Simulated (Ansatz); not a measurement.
# MnSb4 (P4/mmm) in Ansatz: convergence with scf convergence dr2 threshold

Aim: find how far scf convergence dr2 threshold must go before the results for MnSb4 settle, at PBEsol. This setting moves, with any that are tied to it; all else stays.

Program: Ansatz 0.2.0. These are calculated values, not measurements. Logs are shortened: lines on timing, memory, paths and dates and some standing lists are left out, and cuts for length are marked.

### Step 1. Starting point

The structure is tetragonal, space group P4/mmm (No. 123). The conventional cell has a = 3.080 Å, b = 3.080 Å, c = 14.994 Å, α = 90.00°, β = 90.00°, γ = 90.00°. Around Sb (site symmetry 4mm) lie 1 Mn at 2.70 Å and 4 Sb at 3.08 Å. Sb (site symmetry 4mm) has 6 Sb at 3.02 to 3.29 Å as nearest neighbours. Mn (site symmetry 4/mmm) is surrounded by 2 Sb at 2.70 Å and 4 Mn at 3.08 Å.

The cell comes from a database or a generator and needn't be the stable form of this composition.

### Step 2. With scf convergence dr2 threshold 0.01

File input.yaml:

```yaml
crystal:
  lattice:
    - [3.0805, 0.0, 0.0]
    - [0.0, 3.0805, 0.0]
    - [0.0, 0.0, 14.994203]
  atoms:
    - { symbol: Sb, position: [0.0, 0.0, 0.819682] }
    - { symbol: Sb, position: [0.0, 0.0, 0.600551] }
    - { symbol: Sb, position: [0.0, 0.0, 0.399449] }
    - { symbol: Sb, position: [0.0, 0.0, 0.180318] }
    - { symbol: Mn, position: [0.0, 0.0, 0.0], spin: 4.0 }
hamiltonian:
  xc: pbesol
  pseudopotentials: { kind: nc, accuracy: standard }
magnetization:
  spin_polarized: true
kpoints:
  mp_grid: { grid: [7, 7, 2] }
scf:
  occupations: { method: fermi_dirac, width: 0.05 }
  convergence: { dr2_threshold: 0.01 }
output:
  forces: true
  stress: true
  eigenvalues: true
```

Potentials or basis: PseudoDojo standard (PBEsol files).

Started as:

```
$ ansatz run input.yaml --threads 2 --pin off --max-ram 5632MiB --backend cpu --events-out ev --progress --plain --runs-dir out
```

Run time: 45 s. Hardware: 2 threads of Arm Neoverse V1, shared host; peak memory 1.4 GiB.

Results:

```yaml
Free_energy: -12837.5375 eV
Pressure: -3.0 GPa
Largest_force: 0.019 eV/Å
Band_gap_on_the_k_mesh: none (metal or under the smearing width)
Net_moment: 4.10 μB per cell
Absolute_moment: 4.33 μB per cell
Site_moments: Sb -0.03, +0.01; Mn +3.89 μB
```

### Step 3. With scf convergence dr2 threshold 0.001

input.yaml: that of step 2 with these lines changed.

```diff
@@ -20,3 +20,3 @@
   occupations: { method: fermi_dirac, width: 0.05 }
-  convergence: { dr2_threshold: 0.01 }
+  convergence: { dr2_threshold: 0.001 }
 output:
```

Potentials or basis: PseudoDojo standard (PBEsol files).

Started as:

```
$ ansatz run input.yaml --threads 2 --pin off --max-ram 5632MiB --backend cpu --events-out ev --progress --plain --runs-dir out
```

Run time: 42 s. Hardware: 2 threads of Arm Neoverse V1, shared host; peak memory 1.4 GiB.

Results:

| Property | Result |
| --- | --- |
| Free energy | -12837.5437 eV |
| Pressure | -3.0 GPa |
| Largest force | 0.010 eV/Å |
| Band gap on the k mesh | none (metal or under the smearing width) |
| Net moment | 4.09 μB per cell |
| Absolute moment | 4.32 μB per cell |
| Site moments | Sb -0.03, +0.01; Mn +3.88 μB |

### Step 4. With scf convergence dr2 threshold 0.0001

input.yaml: that of step 3 with these lines changed.

```diff
@@ -20,3 +20,3 @@
   occupations: { method: fermi_dirac, width: 0.05 }
-  convergence: { dr2_threshold: 0.001 }
+  convergence: { dr2_threshold: 0.0001 }
 output:
```

Started as:

```
$ ansatz run input.yaml --threads 2 --pin off --max-ram 5632MiB --backend cpu --events-out ev --progress --plain --runs-dir out
```

It took 45 s on 2 threads of Arm Neoverse V1, shared host; peak memory 1.4 GiB.

What came out:

```yaml
Free_energy: -12837.5438 eV
Pressure: -3.0 GPa
Largest_force: 0.009 eV/Å
Band_gap_on_the_k_mesh: none (metal or under the smearing width)
Net_moment: 4.09 μB per cell
Absolute_moment: 4.32 μB per cell
Site_moments: Sb -0.03, +0.01; Mn +3.88 μB
```

### Step 5. With scf convergence dr2 threshold 1e-05

input.yaml: that of step 4 with these lines changed.

```diff
@@ -20,3 +20,3 @@
   occupations: { method: fermi_dirac, width: 0.05 }
-  convergence: { dr2_threshold: 0.0001 }
+  convergence: { dr2_threshold: 1.0e-05 }
 output:
```

Started as:

```
$ ansatz run input.yaml --threads 2 --pin off --max-ram 5632MiB --backend cpu --events-out ev --progress --plain --runs-dir out
```

Wall time 73 s (2 threads of Arm Neoverse V1, shared host); peak memory 1.4 GiB.

What came out:

```
Free energy            : -12837.5438 eV
Pressure               : -3.0 GPa
Largest force          : 0.009 eV/Å
Band gap on the k mesh : none (metal or under the smearing width)
Net moment             : 4.09 μB per cell
Absolute moment        : 4.32 μB per cell
Site moments           : Sb -0.03, +0.01; Mn +3.88 μB
```

### Step 6. With scf convergence dr2 threshold 1e-06

input.yaml: that of step 5 with these lines changed.

```diff
@@ -20,3 +20,3 @@
   occupations: { method: fermi_dirac, width: 0.05 }
-  convergence: { dr2_threshold: 1.0e-05 }
+  convergence: { dr2_threshold: 1.0e-06 }
 output:
```

Potentials or basis: PseudoDojo standard (PBEsol files).

Started as:

```
$ ansatz run input.yaml --threads 2 --pin off --max-ram 5632MiB --backend cpu --events-out ev --progress --plain --runs-dir out
```

It took 72 s on 2 threads of Arm Neoverse V1, shared host; peak memory 1.4 GiB.

It converged, with:

- Free energy: -12837.5438 eV
- Pressure: -3.0 GPa
- Largest force: 0.009 eV/Å
- Band gap on the k mesh: none (metal or under the smearing width)
- Net moment: 4.09 μB per cell
- Absolute moment: 4.32 μB per cell
- Site moments: Sb -0.03, +0.01; Mn +3.88 μB

### Step 7. With scf convergence dr2 threshold 1e-07

input.yaml: that of step 6 with these lines changed.

```diff
@@ -20,3 +20,3 @@
   occupations: { method: fermi_dirac, width: 0.05 }
-  convergence: { dr2_threshold: 1.0e-06 }
+  convergence: { dr2_threshold: 1.0e-07 }
 output:
```

Started as:

```
$ ansatz run input.yaml --threads 2 --pin off --max-ram 5632MiB --backend cpu --events-out ev --progress --plain --runs-dir out
```

It took 48 s on 2 threads of Arm Neoverse V1, shared host; peak memory 1.4 GiB.

It converged, with:

- Free energy: -12837.5438 eV
- Pressure: -3.0 GPa
- Largest force: 0.009 eV/Å
- Band gap on the k mesh: none (metal or under the smearing width)
- Net moment: 4.09 μB per cell
- Absolute moment: 4.32 μB per cell
- Site moments: Sb -0.03, +0.01; Mn +3.88 μB

### Step 8. With scf convergence dr2 threshold 1e-09

input.yaml: that of step 7 with these lines changed.

```diff
@@ -20,3 +20,3 @@
   occupations: { method: fermi_dirac, width: 0.05 }
-  convergence: { dr2_threshold: 1.0e-07 }
+  convergence: { dr2_threshold: 1.0e-09 }
 output:
```

Started as:

```
$ ansatz run input.yaml --threads 2 --pin off --max-ram 5632MiB --backend cpu --events-out ev --progress --plain --runs-dir out
```

It took 52 s on 2 threads of Arm Neoverse V1, shared host; peak memory 1.4 GiB.

The run converged. Its results:

```
Free energy            : -12837.5438 eV
Pressure               : -3.0 GPa
Largest force          : 0.009 eV/Å
Band gap on the k mesh : none (metal or under the smearing width)
Net moment             : 4.09 μB per cell
Absolute moment        : 4.32 μB per cell
Site moments           : Sb -0.03, +0.01; Mn +3.88 μB
```

### Step 9. With scf convergence dr2 threshold 1e-11

input.yaml: that of step 8 with these lines changed.

```diff
@@ -20,3 +20,3 @@
   occupations: { method: fermi_dirac, width: 0.05 }
-  convergence: { dr2_threshold: 1.0e-09 }
+  convergence: { dr2_threshold: 1.0e-11 }
 output:
```

Potentials or basis: PseudoDojo standard (PBEsol files).

Started as:

```
$ ansatz run input.yaml --threads 2 --pin off --max-ram 5632MiB --backend cpu --events-out ev --progress --plain --runs-dir out
```

Standard output:

```text
Warning: RAYON_NUM_THREADS=2 ignored (pool sized by the plan → 2); use --threads N
Engine: ansatz 0.2.0, aarch64-unknown-linux-gnu
Pseudopotentials: kind: nc
Pseudopotential: Sb, nc, valence charge 15, recommended cutoff 1088.45545 eV (normal), Sb.nc.azcp (PseudoDojo's, or run here from an input of PseudoDojo's; its table is named by hamiltonian.pseudopotentials.accuracy)
Pseudopotential: Mn, nc, valence charge 15, recommended cutoff 1306.14654 eV (normal), Mn.nc.azcp (PseudoDojo's, or run here from an input of PseudoDojo's; its table is named by hamiltonian.pseudopotentials.accuracy)
Functional definition: PBEsol
  exchange = pbesol_x
  correlation = pbesol_c
Crystal: 5 atoms, lattice volume = 142.287 Å³
Basis set: ecut = 1306.14654 eV, 15189 PW (Γ), exchange–correlation on 80×80×360 points (8 copies of the dense FFT grid, shifted against one another)
Bands: 48, of which v1, the nominal top of the filled ones, is band 38 counted from 1 (37 counted from 0)
Symmetry: 16 space group operations
Space group: P4/mmm (ITA 123), of the structure as read, at distance tolerance 5.2e-5 Å
Magnetic group: BNS 123.339 (UNI 999), of the structure as read, at distance tolerance 5.2e-5 Å
k-points: 20 of 98
Non-local potential: Sb, projectors of the file, l = 0: 2, l = 1: 2, l = 2: 2, l = 3: 2
Non-local potential: Mn, projectors of the file, l = 0: 2, l = 1: 2, l = 2: 2
Initial density: superposition of atomic densities (chi_scale 0.1, normalization cell, long waves of neutral atoms (reshape's long-wave potential 2.01 eV rms, cloud 2.78 Å wide))
Starting moments: Σ|m| = 4 μB on 1 of 5 sites
Initial wavefunctions: pseudopotential atomic-orbital guess
Functional: x = pbesol(κ = 0.804, μ = 0.12345679012345678), c = pbesol(β = 0.046)
SCF iter   1: F=—  HF=-12846.793354 eV  |F-HF|=—  |Δ(HF+E_count)|=         —  Δρ=2.24e-1 (↑4.62e-2 ↓2.24e-1)  dr2=3.32e2  dr2_m=1.30e1  M=0.585 μB ∫|m|=0.689 μB  β_m=0.30  ethr=3.10e-3  ⟨swp⟩=7.8  Hψ=7467  notcnv=0  defer=5
preconditioner: auto → Kerker (q_TF=auto, 2.452 Å⁻¹)  [metal: Δε(μ)=0.042 eV  Ē_g=7.859 eV  σ=0.050 eV  W_gap=0.20  n_scr=38 (ndim 8)  ℏωp=16.2 eV  f_vac=0.000  D(μ)=3.85/eV (n_scr^D=30)]
spin=Collinear: Kerker preconditioning applied to the charge; magnetization (m = ρ↑ − ρ↓) channel mixes plain (no charge-response kernel on spin).
SCF iter   2: F=—  HF=-12842.697301 eV  |F-HF|=—  |Δ(HF+E_count)|=    4.10e0  Δρ=1.53e-1 (↑1.53e-1 ↓6.74e-2)  dr2=9.98e1  dr2_m=3.11e0  M=2.221 μB ∫|m|=2.249 μB  β_m=0.30  ethr=3.10e-3  ⟨swp⟩=4.2  Hψ=4674  notcnv=0  defer=117
spin-set hold released at iteration 2 (site moments show no strong build): the magnetisation degrees of freedom join the quasi-Newton model from the next iteration; the mixer history was kept
SCF iter   3: F=—  HF=-12837.521449 eV  |F-HF|=—  |Δ(HF+E_count)|=    5.18e0  Δρ=2.99e-2 (↑2.99e-2 ↓2.37e-2)  dr2=1.25e1  dr2_m=7.27e-1  M=3.143 μB ∫|m|=3.242 μB  β_m=0.30  ethr=3.10e-3  ⟨swp⟩=3.9  Hψ=4448  notcnv=1  defer=82
[... 15 lines left out ...]
SCF iter  19: F=-12837.543796 eV  HF=-12837.543796 eV  |F-HF|=1.46e-11  |Δ(HF+E_count)|=  5.46e-12  Δρ=2.40e-8 (↑2.40e-8 ↓1.85e-8)  dr2=2.29e-12  dr2_m=1.36e-13  M=4.093 μB ∫|m|=4.318 μB  ethr=1.00e-12  ⟨swp⟩=14.5  Hψ=10635  notcnv=0
SCF 1 converged in 19 iterations: F = -12837.543796 eV  dr2 = 2.29e-12
SCF converged after 19 iterations
Magnetization: 4.0928 μB (39.5464 up, 35.4536 down)
Absolute magnetization: 4.3181 μB (∫|ρ↑−ρ↓|)
Spin contamination: 0.2334 ħ² per cell (⟨S²⟩ above its minimum at these occupations)
Per-site moments (μB) at R_I (Å): [(-0.025621891441689772, 1.115286437328525), (0.006885427061156442, 1.2438377373287248), (0.00688542706115739, 1.2438377373287248), (-0.025621891441689464, 1.1152864373285252), (3.87612114247647, 1.115286437328525)]
Free energy (F): -12837.543796 eV
Harris-Foulkes:  -12837.543796 eV  (|F-HF|=1.46e-11)
Internal energy: -12837.520384 eV  (E = F + TS)
E sigma→0 (E₀):  -12837.532090 eV
Entropy (-TS):   -0.023412 eV (-4.682 meV/atom)
Fermi energy:    9.839379 eV
--- Per-component energies (eV) ---
  E_band       = -979.611208
  E_kinetic    = 7113.733586
  E_local      = -7687.596074  (includes V_loc(G=0)·N_el)
  E_nonlocal   = -5404.735640
  E_hartree    = 3471.486782
  E_xc         = -2937.172882
  E_vxc        = -1943.986633  (∫ρ·V_xc dr)
  E_ewald      = -7393.236155
  E_smearing   = -0.023412  (= −TS)
  E_closure    = 0.000000  (closes the sum)
  Σ components = -12837.543796   (vs F -12837.543796, Δ=0.00e0)
--- Forces (eV/Å), atoms counted from 1 ---
  atom   1  Sb     0.00000000     0.00000000    -0.00907682
  atom   2  Sb     0.00000000     0.00000000     0.00912762
  atom   3  Sb     0.00000000     0.00000000    -0.00912762
  atom   4  Sb     0.00000000     0.00000000     0.00907682
  atom   5  Mn    -0.00000000    -0.00000000     0.00000000
  max |Σ_I F_I| component: 4.04e-28 eV/Å
--- Stress (GPa, compression-positive) ---
       -2.785155       0.000000       0.000000
        0.000000      -2.785155       0.000000
        0.000000       0.000000      -3.450758
  P = ⅓ Tr σ = -3.0070 GPa (-30.070 kbar)
--- Band table (eV; the first three rows and the last of 40) ---
  k-point 0 ↑: bands = ["-71.0262", "-40.0740", "-40.0740", "-39.8869", "-19.1464", "-19.1424", "-19.1413", "-19.1406", "-19.1379", "-19.0437", "-19.0150", "-19.0150", "-19.0083", "-18.9959", "-18.9845", "-18.9845", "-18.9596", "-18.9571", "-18.9533", "-18.9533", "-18.9329", "-18.9329", "-18.9327", "-18.9327", "-2.3143", "-1.7105", "-1.4576", "-0.5153", "4.1565", "5.9645", "6.1783", "6.5117", "6.9716", "7.5049", "7.5049", "7.8792", "10.6519", "11.5899", "13.5373", "13.5373", "14.1429", "14.1429", "14.3049", "14.3049", "15.0764", "15.0764", "16.5660", "17.3921"]
  k-point 1 ↑: bands = ["-71.0262", "-40.0740", "-40.0740", "-39.8869", "-19.1464", "-19.1424", "-19.1413", "-19.1406", "-19.1378", "-19.0444", "-19.0150", "-19.0150", "-19.0061", "-18.9975", "-18.9845", "-18.9845", "-18.9596", "-18.9571", "-18.9533", "-18.9533", "-18.9330", "-18.9330", "-18.9326", "-18.9326", "-2.3005", "-1.8047", "-1.3339", "-0.5692", "4.6213", "4.8610", "6.4984", "6.5117", "7.5049", "7.5049", "7.8405", "7.8792", "9.2994", "12.9908", "13.5648", "13.5648", "13.9865", "13.9865", "14.4920", "14.4920", "15.0140", "15.0140", "15.2534", "17.3897"]
  k-point 2 ↑: bands = ["-71.0257", "-40.0811", "-40.0735", "-39.8863", "-19.1393", "-19.1208", "-19.1190", "-19.1184", "-19.1121", "-19.0319", "-19.0259", "-19.0141", "-18.9971", "-18.9942", "-18.9846", "-18.9838", "-18.9687", "-18.9661", "-18.9623", "-18.9623", "-18.9431", "-18.9429", "-18.9320", "-18.9319", "-2.0137", "-1.4097", "-1.1579", "-0.2136", "4.4575", "6.2266", "6.4058", "6.6246", "7.0925", "7.4155", "7.5187", "7.8003", "10.8312", "10.9326", "11.5031", "11.7101", "11.8148", "12.5056", "13.8335", "14.4398", "14.6076", "15.3786", "16.8987", "17.2872"]
  k-point 19 ↓: bands = ["-67.2316", "-36.0634", "-36.0125", "-36.0124", "-19.0624", "-19.0621", "-19.0606", "-19.0583", "-19.0577", "-19.0558", "-19.0498", "-19.0268", "-19.0267", "-18.9898", "-18.9896", "-18.9889", "-18.9887", "-18.9560", "-18.9239", "-18.9096", "-18.8954", "-18.8953", "-18.8946", "-18.8925", "2.3206", "2.8496", "3.3457", "4.2115", "6.7785", "6.9774", "7.1981", "7.3765", "7.4497", "7.6817", "8.2088", "8.4101", "8.8183", "9.1611", "9.6555", "10.8009", "10.8987", "11.9418", "12.1347", "12.2136", "12.9414", "13.5417", "13.5943", "13.8999"]
```

Wall time 57 s (2 threads of Arm Neoverse V1, shared host); peak memory 1.4 GiB.

What came out:

```
Free energy            : -12837.5438 eV
Pressure               : -3.0 GPa
Largest force          : 0.009 eV/Å
Band gap on the k mesh : none (metal or under the smearing width)
Net moment             : 4.09 μB per cell
Absolute moment        : 4.32 μB per cell
Site moments           : Sb -0.03, +0.01; Mn +3.88 μB
```

### Step 10. Summary

| scf convergence dr2 threshold | energy less the tightest run, at zero smearing (meV/atom) | largest force (eV/Å) | absolute moment (μB) | SCF cycles | CPU time (s) | peak memory (GiB) |
| --- | --- | --- | --- | --- | --- | --- |
| 0.01 | 1.22 | 0.019 | 4.33 | 8 | 88 | 1.4 |
| 0.001 | 0.02 | 0.010 | 4.32 | 10 | 83 | 1.4 |
| 0.0001 | 0.00 | 0.009 | 4.32 | 11 | 88 | 1.4 |
| 1e-05 | 0.00 | 0.009 | 4.32 | 15 | 140 | 1.4 |
| 1e-06 | 0.00 | 0.009 | 4.32 | 16 | 140 | 1.4 |
| 1e-07 | 0.00 | 0.009 | 4.32 | 15 | 96 | 1.4 |
| 1e-09 | 0.00 | 0.009 | 4.32 | 17 | 100 | 1.4 |
| 1e-11 | 0.00 | 0.009 | 4.32 | 19 | 110 | 1.4 |

Against the tightest run, the energy stays within 1 meV/atom from 0.001 on; the largest force stays within 0.005 eV/Å from 0.001 on; the absolute moment stays within 0.02 μB from 0.01 on. The tightest run that finished is the yardstick and may itself not be fully converged.

Caveats: a cell with one magnetic atom can't hold antiferromagnetic order, which such compounds often take.
